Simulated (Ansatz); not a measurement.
# Dimethylphenylsulfonium 2,4-difluorobenzenesulfonate (C₁₄H₁₄F₂O₃S₂): the relaxed shape and its frontier levels

Aim: characterise dimethylphenylsulfonium 2,4-difluorobenzenesulfonate (C₁₄H₁₄F₂O₃S₂) as a singlet: its structure, frontier levels and distribution of charge.

Computed with Ansatz 0.2.0, Gaussian basis. Level: RKS PBE0-D4/def2-TZVP.

The runs, in order: relaxation at PBE-D4/def2-SVP; a single point at PBE0-D4/def2-TZVP.

### 1 Where the work starts

35 atoms, charge 0, spin multiplicity 1.

Atoms are counted from 1 here; the program's logs count them from 0.

Bond lengths: C1–S2 1.804 Å, C1–H10 1.085 Å, C1–H11 1.084 Å, C1–H12 1.085 Å, S2–C3 1.817 Å, S2–C4 1.824 Å, C3–H13 1.084 Å, C3–H14 1.084 Å, C3–H15 1.082 Å, C4–C5 1.388 Å, C4–C9 1.385 Å, C5–C6 1.384 Å, C5–H16 1.079 Å, C6–C7 1.386 Å, C6–H17 1.079 Å, C7–C8 1.385 Å, C7–H18 1.080 Å, C8–C9 1.386 Å and more. Angles: S2–C1–H10 106.5°, S2–C1–H11 106.8°, S2–C1–H12 109.8°, H10–C1–H11 109.4°, H10–C1–H12 111.6°, H11–C1–H12 112.5°, C1–S2–C3 98.4°, C1–S2–C4 95.5°, C3–S2–C4 99.3°, S2–C3–H13 104.6°, S2–C3–H14 108.3°, S2–C3–H15 111.5°, H13–C3–H14 110.4°, H13–C3–H15 110.6°, H14–C3–H15 111.2°, S2–C4–C5 113.2°, S2–C4–C9 126.6°, C5–C4–C9 120.1° and more.

The start is a GFN2-xTB geometry.

### 2 Relaxation at PBE-D4/def2-SVP

Input file in.yaml:

```yaml
crystal:
  periodic: [false, false, false]
  atoms:
    - {symbol: C, position_ang: [-0.327020, 2.558420, 0.684740]}
    - {symbol: S, position_ang: [-0.333260, 1.111920, -0.393090]}
    - {symbol: C, position_ang: [-0.013140, 1.954630, -1.970280]}
    - {symbol: C, position_ang: [-2.149020, 0.978070, -0.494430]}
    - {symbol: C, position_ang: [-2.657670, -0.108960, 0.202230]}
    - {symbol: C, position_ang: [-4.020180, -0.350140, 0.214310]}
    - {symbol: C, position_ang: [-4.875850, 0.494580, -0.474340]}
    - {symbol: C, position_ang: [-4.368120, 1.581960, -1.165340]}
    - {symbol: C, position_ang: [-3.003990, 1.828160, -1.176390]}
    - {symbol: H, position_ang: [-0.529750, 2.196330, 1.686810]}
    - {symbol: H, position_ang: [0.673400, 2.973100, 0.647750]}
    - {symbol: H, position_ang: [-1.081430, 3.265090, 0.356160]}
    - {symbol: H, position_ang: [1.067430, 1.991850, -2.046500]}
    - {symbol: H, position_ang: [-0.427200, 1.349860, -2.769030]}
    - {symbol: H, position_ang: [-0.430530, 2.953300, -1.977960]}
    - {symbol: H, position_ang: [-1.966020, -0.744240, 0.733560]}
    - {symbol: H, position_ang: [-4.415770, -1.193900, 0.758160]}
    - {symbol: H, position_ang: [-5.938770, 0.304910, -0.473270]}
    - {symbol: H, position_ang: [-5.035220, 2.244760, -1.696640]}
    - {symbol: H, position_ang: [-2.625330, 2.679480, -1.721400]}
    - {symbol: O, position_ang: [0.593770, 0.085870, 1.721050]}
    - {symbol: S, position_ang: [1.947800, 0.340670, 1.237640]}
    - {symbol: O, position_ang: [2.845530, 0.941820, 2.184910]}
    - {symbol: O, position_ang: [1.897680, 1.059690, -0.064170]}
    - {symbol: C, position_ang: [2.635170, -1.284220, 0.851630]}
    - {symbol: C, position_ang: [3.808030, -1.699210, 1.451600]}
    - {symbol: C, position_ang: [4.317010, -2.964790, 1.211940]}
    - {symbol: C, position_ang: [3.618430, -3.804060, 0.361160]}
    - {symbol: F, position_ang: [4.094060, -5.041320, 0.125290]}
    - {symbol: C, position_ang: [2.444650, -3.417480, -0.262500]}
    - {symbol: C, position_ang: [1.970250, -2.142910, 0.000800]}
    - {symbol: F, position_ang: [0.833150, -1.748070, -0.602450]}
    - {symbol: H, position_ang: [4.301960, -1.002860, 2.110100]}
    - {symbol: H, position_ang: [5.230270, -3.306120, 1.672590]}
    - {symbol: H, position_ang: [1.919680, -4.086180, -0.924650]}
basis:
  gaussian: {orbitals: def2-SVP}
hamiltonian: {xc: pbe, dispersion: d4}
scf: {lower_state_search: "off"}
output: {orbitals: {seedname: orbitals}}
relax: {f_tol: 0.03, max_steps: 70}
```

Run with:

```bash
$ ansatz run in.yaml --threads 2 --pin off --events-out ev --progress --plain --max-ram 32768MiB --backend cuda --devices 0, --max-vram 18GiB
```

The runs that follow: Single point, PBE0-D4/def2-TZVP.

Before running them: what should the planned runs give, taken together? Wanted: point group; commonest bond, hydrogen aside; HOMO, LUMO at PBE0-D4/def2-TZVP; dipole at PBE-D4/def2-SVP.

As calculated:

| quantity | value |
| --- | --- |
| point group | C1 |
| commonest bond, hydrogen aside | C–C, 12 of mean length 1.403 Å |
| HOMO, LUMO at PBE0-D4/def2-TZVP | -6.83, -1.78 eV |
| dipole at PBE-D4/def2-SVP | 10.09 D |

What this shows: The relaxation broke 1 and made 0 bonds, so the end is another structure than the start. No usable vibrations, so a minimum isn't proven. The HOMO lies nearest to C25 17 %; O21, O23, O24 about 14 % each and the LUMO to C4, C7 about 18 % each; C9 15 %. The point group is read from a loosely relaxed geometry; soft torsions can leave it below the true symmetry.
